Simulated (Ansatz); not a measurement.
# GeH: test of scalar relativity, by script

Wanted for GeH: a test of scalar relativity.

Program: Ansatz 0.2.0, driven from Python. The levels of theory stand in the script. These are calculated values, not measurements.

## 1. Starting point

Bond lengths: Ge1–H2 1.480 Å.

No structure file is read: the coordinates are typed or built in the script.

## 2. The script

File x2c.py:

```python
# -*- coding: utf-8 -*-
import ansatz as az
from ase import Atoms
import numpy as np

XC = "pbe"


def main():
    atoms = Atoms(["Ge", "H"], positions=[
        (0.0, 0.0, 0.0),
        (0.0, 0.0, 1.48),
    ])
    geometry = az.Crystal.molecule_from_ase(atoms)

    base = (
        geometry.calculation()
        .functional(XC)
        .spin("collinear", total=1)
        .forces()
    )
    sets = {"none": "cc-pVTZ", "scalar": "cc-pVTZ-DK"}
    found = {kind: base.basis(gaussian=basis).pseudopotentials(relativity=kind).run(threads=1).report for kind, basis in sets.items()}
    for kind, each in found.items():
        dipole = 4.803205 * np.linalg.norm(each["charge_distribution"]["dipole_moment_e_ang"])
        print(f"{kind:7s} E = {each['free_energy_ev']:.4f} eV  dipole {dipole:.3f} D  largest force component {np.abs(each['forces_ev_ang']).max():.4f} eV/A")
    print(f"relativity lowers the total energy by {found['none']['free_energy_ev'] - found['scalar']['free_energy_ev']:.3f} eV")


if __name__ == "__main__":
    main()
```

## 3. The input behind the calls

The engine receives this input (first run):

```yaml
crystal:
  periodic: [false, false, false]
  atoms:
    - { symbol: Ge, position_ang: [0.0, 0.0, 0.0] }
    - { symbol: H, position_ang: [0.0, 0.0, 1.48] }
basis:
  gaussian:
    orbitals: cc-pVTZ
hamiltonian:
  xc: pbe
  pseudopotentials:
    relativity: none
magnetization:
  spin_polarized: true
  initial_magnetization: 1.0
output:
  forces: true
```

## 4. Launch

The run is started by

```sh
python x2c.py
```

Log:

```text
none    E = -56524.6371 eV  dipole 0.223 D  largest force component 2.2399 eV/A
scalar  E = -57117.9948 eV  dipole 0.143 D  largest force component 2.1727 eV/A
relativity lowers the total energy by 593.358 eV
```

It took 3.3 s on 1 thread of Arm Neoverse V1, shared host; peak memory 0.17 GiB.

## 5. What changed from run to run

The engine's inputs for the other runs:

Run 2, against run 1:

```diff
@@ -8 +8 @@
-    orbitals: cc-pVTZ
+    orbitals: cc-pVTZ-DK
@@ -12 +12 @@
-    relativity: none
+    relativity: scalar
```

## 6. The engine's runs

The 2 runs, in the order started:

| run | basis | relativity | energy (eV) | <S²> | SCF cycles | CPU time (s) |
| --- | --- | --- | --- | --- | --- | --- |
| 1 | cc-pVTZ | none | -56524.6371 | 0.75 | 30 | 1.4 |
| 2 | cc-pVTZ-DK | scalar | -57117.9948 | 0.75 | 25 | 1.3 |

## 7. Summary of results

```
                                 quantity       value
relativistic lowering of the total energy  593.358 eV
                            runs compared           2
```

In words: The total moves by -593.4 eV, nearly all in the cores, and the dipole from 0.22 to 0.14 D. What to keep in mind:
- The geometry is a force-field or estimated start, not a minimum of this method. The basis set changes with the Hamiltonian (a set recontracted for scalar relativity), and most of the change in the total lies in the cores.
- The species is open-shell (spin multiplicity 2).
